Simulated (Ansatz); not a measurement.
# CH5MoNOS: small, medium and large basis sets

Aim: see how fast density functionals converge with the basis set for CH5MoNOS.

The runs use Ansatz 0.2.0, Gaussian basis; one geometry, several basis sets.

Plan: PBE0-D4/def2-SVP; ωB97M-V/def2-SVP; PBE0-D4/def2-QZVPP; ωB97M-V/def2-QZVPP; the functionals' def2-TZVPP values are taken from earlier runs.

### 1 Structure used throughout

All runs share one geometry, relaxed beforehand with PBE0-D4 in a triple-zeta def2 set. Mo takes the def2 core potential; no spin-orbit term is included.

SMILES `[CH3][Mo]([NH2])(=[O])=[S]`, 10 atoms, charge 0, spin multiplicity 1.

Atoms are counted from 1 here; the program's logs count them from 0.

Bond lengths: C1–Mo2 2.102 Å, C1–H6 1.092 Å, C1–H7 1.094 Å, C1–H8 1.092 Å, Mo2–N3 1.913 Å, Mo2–O4 1.672 Å, Mo2–S5 2.115 Å, N3–H9 1.011 Å, N3–H10 1.011 Å. Angles: Mo2–C1–H6 110.0°, Mo2–C1–H7 108.5°, Mo2–C1–H8 109.6°, H6–C1–H7 109.9°, H6–C1–H8 109.4°, H7–C1–H8 109.4°, C1–Mo2–N3 107.0°, C1–Mo2–O4 105.1°, C1–Mo2–S5 105.6°, N3–Mo2–O4 112.5°, N3–Mo2–S5 112.5°, O4–Mo2–S5 113.4°, Mo2–N3–H9 123.8°, Mo2–N3–H10 122.9°, H9–N3–H10 111.1°.

As a file:

```xyz
10

C    -1.38366   -0.68579   -0.13943
Mo    0.33430    0.46065   -0.53114
N     1.53655    0.18463    0.93130
O     0.93437   -0.13268   -1.97402
S    -0.33670    2.46203   -0.66003
H    -1.84849   -0.35615    0.79184
H    -1.08895   -1.73582   -0.05788
H    -2.09535   -0.57232   -0.95973
H     1.61429    0.81024    1.72127
H     2.33365   -0.43480    0.87781
```

### 2 PBE0-D4 in def2-SVP

The input, in.yaml:

```yaml
crystal:
  periodic: [false, false, false]
  atoms:
    - {symbol: C, position_ang: [-1.383663, -0.685790, -0.139433]}
    - {symbol: Mo, position_ang: [0.334301, 0.460652, -0.531145]}
    - {symbol: N, position_ang: [1.536545, 0.184631, 0.931296]}
    - {symbol: O, position_ang: [0.934365, -0.132678, -1.974018]}
    - {symbol: S, position_ang: [-0.336695, 2.462025, -0.660030]}
    - {symbol: H, position_ang: [-1.848493, -0.356147, 0.791844]}
    - {symbol: H, position_ang: [-1.088951, -1.735821, -0.057880]}
    - {symbol: H, position_ang: [-2.095350, -0.572325, -0.959726]}
    - {symbol: H, position_ang: [1.614287, 0.810244, 1.721270]}
    - {symbol: H, position_ang: [2.333654, -0.434801, 0.877810]}
basis:
  gaussian: {orbitals: def2-SVP}
hamiltonian: {xc: pbe0, dispersion: d4}
output: {orbitals: {seedname: orbitals}}
```

Command:

```
$ ansatz run in.yaml --threads 2 --pin off --events-out ev --progress --plain --max-ram 22528MiB --backend cpu
```

The runs that follow: ωB97M-V in def2-SVP; PBE0-D4 in def2-QZVPP; ωB97M-V in def2-QZVPP.

Before running them: what should the planned runs give, taken together? Wanted: PBE0-D4: double and triple zeta above quadruple; ωB97M-V: double and triple zeta above quadruple.

**Answer**, as computed:

| quantity | value |
| --- | --- |
| PBE0-D4: double and triple zeta above quadruple | 10.67, 0.70 eV |
| ωB97M-V: double and triple zeta above quadruple | 10.82, 0.67 eV |

PBE0-D4 gains 9.97 eV from double to triple zeta, then 0.70 eV more. These are total energies; as a rule much of such shifts cancels in differences, which this series doesn't test.
